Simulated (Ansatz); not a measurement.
# SnClF (SMILES [F][Sn][Cl]): levels of theory compared

Wanted: a comparison of 6 runs (HF/STO-3G, BLYP/STO-3G, CAM-B3LYP/STO-3G, HSE06/STO-3G, UB3LYP/STO-3G, CCSDT(Q)/STO-3G) of SnClF. 

Program for the calculation: Ansatz 0.2.0.

59 further runs of the same task are left out: 12 that didn't finish, 47 set aside as unsound or not needed.

## (1) The system as given

SnClF: 3 atoms, total charge 0, spin state singlet. SMILES: `[F][Sn][Cl]`. The Sn2–F1 distance was set to 2.419 Å, away from the relaxed value.

Bond lengths: Sn2–Cl3 2.360 Å.

## (2) The energy at HF/STO-3G (run 1)

job.yaml

```yaml
crystal:
  periodic: [false, false, false]
  atoms:
    - symbol: F
      position_ang: [-1.778087, 0.054345, -0.978182]
    - symbol: Sn
      position_ang: [0.164300, 0.898100, 0.190700]
    - symbol: Cl
      position_ang: [1.214300, -1.186000, 0.540500]
basis:
  gaussian: {orbitals: STO-3G}
hamiltonian: {xc: hf}
accuracy: high
```

Launch:

```
ansatz run job.yaml --threads 1 --pin off --max-ram 2610MiB --events-out events.jsonl --progress --plain --runs-dir runs
```

The log of the run:

```text
Warning: RAYON_NUM_THREADS=1 ignored (pool sized by the plan → 1); use --threads N
Functional definition: HF
  name "HF"
  exchange = exact_x
  correlation = 0
739 factors; integrals over basis functions are off by at most 3.5e-8 eV
mean field evaluation 1: about -177301.2011 eV, gradient 2.0e1 eV
mean field evaluation 2: about -177301.2694 eV, gradient 2.0e1 eV
mean field evaluation 4: about -177305.9066 eV, gradient 3.7e0 eV
mean field evaluation 8: about -177306.2178 eV, gradient 2.1e-2 eV
mean field evaluation 16: about -177283.8714 eV, gradient 3.2e1 eV
mean field -177306.20162806 eV, -6515.8827273714 hartree, gradient 1.9e-8 eV, S^2 0.000000; 0 other end points of the search recorded, 0 dependent functions left out
reference -177306.20162806 eV, -6515.8827273714 hartree; 38, 38 occupied and 3, 3 virtual orbitals, 739 factors
Total energy: -177306.20162806 eV, -6515.8827273714 hartree
```

Run time: 0.77 s. Hardware: 1 thread of Arm Neoverse V1, shared host; peak memory 0.099 GiB.

## (3) A single-point energy at BLYP/STO-3G (run 2)

molecule.yaml

```yaml
crystal:
  periodic: [false, false, false]
  atoms:
    - {symbol: F, position_ang: [-1.778087, 0.054345, -0.978182]}
    - {symbol: Sn, position_ang: [0.164300, 0.898100, 0.190700]}
    - {symbol: Cl, position_ang: [1.214300, -1.186000, 0.540500]}
basis:
  gaussian: {orbitals: STO-3G}
accuracy: high
hamiltonian: {xc: {name: BLYP}}
```

Launch:

```
ansatz run molecule.yaml --threads 1 --pin off --max-ram 2610MiB --events-out events.jsonl --progress --plain --runs-dir runs
```

The log of the run:

```text
Warning: RAYON_NUM_THREADS=1 ignored (pool sized by the plan → 1); use --threads N
Functional definition: BLYP
  name "BLYP"
  parameter beta = 0.0042
  parameter a = 0.04918
  parameter b = 0.132
  parameter c = 0.2533
  parameter d = 0.349
  exchange = b88_x(beta = beta)
  correlation = lyp_c(a = a, b = b, c = c, d = d)
739 factors; integrals over basis functions are off by at most 3.5e-8 eV
mean field evaluation 1: about -177378.5020 eV, gradient 2.3e1 eV
mean field evaluation 2: about -177114.4696 eV, gradient 1.5e2 eV
mean field evaluation 4: about -177379.5064 eV, gradient 2.1e1 eV
mean field evaluation 8: about -177379.7592 eV, gradient 2.0e1 eV
mean field evaluation 16: about -177382.3965 eV, gradient 6.4e-8 eV
mean field evaluation 32: about -177375.9642 eV, gradient 3.2e0 eV
mean field -177382.39654091 eV, -6518.6828387719 hartree, gradient 1.2e-8 eV, S^2 0.000000; 3 other end points of the search recorded, 0 dependent functions left out
reference -177382.39657630 eV, -6518.6828400724 hartree; 38, 38 occupied and 3, 3 virtual orbitals, 739 factors
Total energy: -177382.39657630 eV, -6518.6828400724 hartree
```

Wall time 4.5 s (1 thread of Arm Neoverse V1, shared host); peak memory 0.11 GiB.

Runs 3 to 5 aren't shown in full; the table further down has their settings and results.

## (4) The energy at CCSDT(Q)/STO-3G (run 6)

input.yaml

```yaml
basis:
  gaussian:
    orbitals: STO-3G
crystal:
  periodic: [false, false, false]
  atoms:
    - {symbol: F, position_ang: [-1.778087, 0.054345, -0.978182]}
    - {symbol: Sn, position_ang: [0.164300, 0.898100, 0.190700]}
    - {symbol: Cl, position_ang: [1.214300, -1.186000, 0.540500]}
accuracy: high
scf:
  omitted_lower_state_checks: [cluster_reference, increment]
correlation:
  method: ccsdt_q
  frozen_orbitals: {Cl: 5, F: 1, Sn: 18}
```

Launch:

```
ansatz run input.yaml --threads 1 --pin off --max-ram 2610MiB --events-out events.jsonl --progress --plain --runs-dir runs
```

The log of the run, cut to the lines that bear on the results:

```text
Warning: RAYON_NUM_THREADS=1 ignored (pool sized by the plan → 1); use --threads N
[... 2 set-up lines as earlier in the session ...]
[...]
739 factors; integrals over basis functions are off by at most 3.5e-8 eV
[...]
mean field -177306.20162806 eV, -6515.8827273714 hartree, gradient 1.9e-8 eV, S^2 0.000000; 1 other end points of the search recorded, 0 dependent functions left out; unrestricted orbitals would lower it
24 core orbitals not correlated: weight in the atoms' cores, before any rotation towards them, 1.000 or more for the frozen orbitals, at most 0.000 for the correlated occupied ones
reference -177306.20162806 eV, -6515.8827273714 hartree; 14, 14 occupied and 3, 3 virtual orbitals, 739 factors
second order -1.74247438 eV of doubles, -0.00000000 eV of singles
cycle   1  -2.10651940 eV  change   -3.6e-1 eV  update   1.4e-1
[...]
cycle  42  -2.77517458 eV  change   -1.7e-9 eV  update   1.7e-9
perturbative correction -0.05689349 eV, -0.0020907972 hartree
Total energy: -177309.03369614 eV, -6515.9868039534 hartree
Checks for a lower state left out: cluster_reference, increment
```

It took 2.4 s on 1 thread of Arm Neoverse V1, shared host; peak memory 0.14 GiB.

## (5) All runs side by side

```tsv
run	level	frozen core orbitals	energy (Eh)	wall time
1	HF/STO-3G	–	-6515.882727	0.77 s
2	BLYP/STO-3G	–	-6518.682840	4.5 s
3	CAM-B3LYP/STO-3G	–	-6519.013333	2.9 s
4	HSE06/STO-3G	–	-6518.410140	2.7 s
5	UB3LYP/STO-3G	–	-6518.871497	4.2 s
6	CCSDT(Q)/STO-3G	24	-6515.986804	2.4 s
```

## (6) Results

| quantity | value |
| --- | --- |
| run 6: total energy | -6515.98680 Eh |
| run 6: correlation energy (24 core orbitals frozen) | -104.1 mEh |
| run 6: T1 diagnostic | 0.031 |

What this shows: Totals of different functionals can't be ranked against each other. In run 6 the log says that unrestricted orbitals would lower the reference, so the values rest on an unstable closed-shell determinant (other closed-shell runs at this shape may share the fault). In runs 1, 2, 3, 4, 5, 6 the basis is minimal, so the values are rough. In runs 1, 2, 3, 4, 5, 6 relativity is left out where basis or elements ask for it. All runs together took 17 s, the longest 4.5 s.
